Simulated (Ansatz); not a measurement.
# Mo3F: the cost of one run

Computed with Ansatz 0.2.0 (DFT PBE, scalar-relativistic, plane waves, PAW, unless a step's input says otherwise).

The COD entry's cell or inner coordinates are ideal or old and differ from later refinements, so a difference from it is no clean test against experiment.

7 further runs of the same task are left out: 7 set aside as unsound or not needed. Runs told in other sessions of the task aren't counted.

### Step 1. Starting point

It takes space group P2 (No. 3, monoclinic). Conventional cell: a = 2.737 Å, b = 21.308 Å, c = 2.737 Å, α = 90.00°, β = 109.47°, γ = 90.00°. Mo (site symmetry 2) has 6 Mo at 2.67 to 2.74 Å in its first shell of neighbours. Mo (site symmetry 2) has 8 Mo at 2.67 to 2.74 Å in its first shell of neighbours. Mo (site symmetry 2) has 2 F at 1.80 Å in its first shell of neighbours. Around F (site symmetry 2) lie 2 Mo at 1.80 Å.

As a file:

```
Mo F
1.0
     2.73705    0.00000    0.00000
    -0.91235    2.58051    0.00000
     0.00000    0.00000   21.30824
Mo F
3 1
Direct
  0.50000 0.50000 0.18772
  0.00000 0.00000 0.28882
  0.50000 0.50000 0.38991
  0.00000 0.50000 0.44482
```

This is the geometry of the first run shown, built on a cell relaxed beforehand with the same method.

### Step 2. What is varied

Atoms count from 1 in the order of the input.

F is moved along a line over the surface and along the normal, above a rigid substrate.

The axes are (1) position of F4 along the first surface vector, from above Mo3: 6 values from 0.00 to 2.28 Å, periodic; (2) height of F4 above the plane of Mo3: 7 values from 1.17 to 3.87 Å.

Nothing else is relaxed. Points are written as (first, second).

### Step 3. The run at (1.37 Å, 1.17 Å)

A dipole layer in the vacuum cancels the field that periodic copies would set up if the slab's two faces differ.

File input.yaml:

```yaml
crystal:
  lattice:
    - [2.7370454666, 0.0, 0.0]
    - [-0.9123484889, 2.5805112132, 0.0]
    - [0.0, 0.0, 21.3082440453]
  atoms:
    - { symbol: Mo, position: [0.5, 0.5, 0.187720771] }
    - { symbol: Mo, position: [0.0, 0.0, 0.2888166432] }
    - { symbol: Mo, position: [0.5, 0.5, 0.3899074944] }
    - { symbol: F, position: [1.0, 0.5, 0.4448158199], spin: 1.0 }
basis:
  ecutwfc: 420
kpoints:
  mp_grid: { grid: [10, 10, 1] }
hamiltonian:
  xc: pbe
  pseudopotentials: { kind: paw, azcp: { folder: soft_1 } }
scf:
  occupations: { method: gaussian, width: 0.1 }
output:
  forces: true
  eigenvalues: true
  populations: true
magnetization:
  spin_polarized: true
efield:
  axis: 3
  dipole_correction: true
  ramp_width: 0.04
```

Run with:

```bash
$ ansatz run input.yaml --threads 1 --pin off --max-ram 3072MiB --backend cpu --events-out ev --progress --plain --runs-dir out
```

What time and memory should one allow on 1 thread of Intel Xeon 6975P-C (Granite Rapids), shared host?

About 38 s, with a peak of 0.63 GiB.
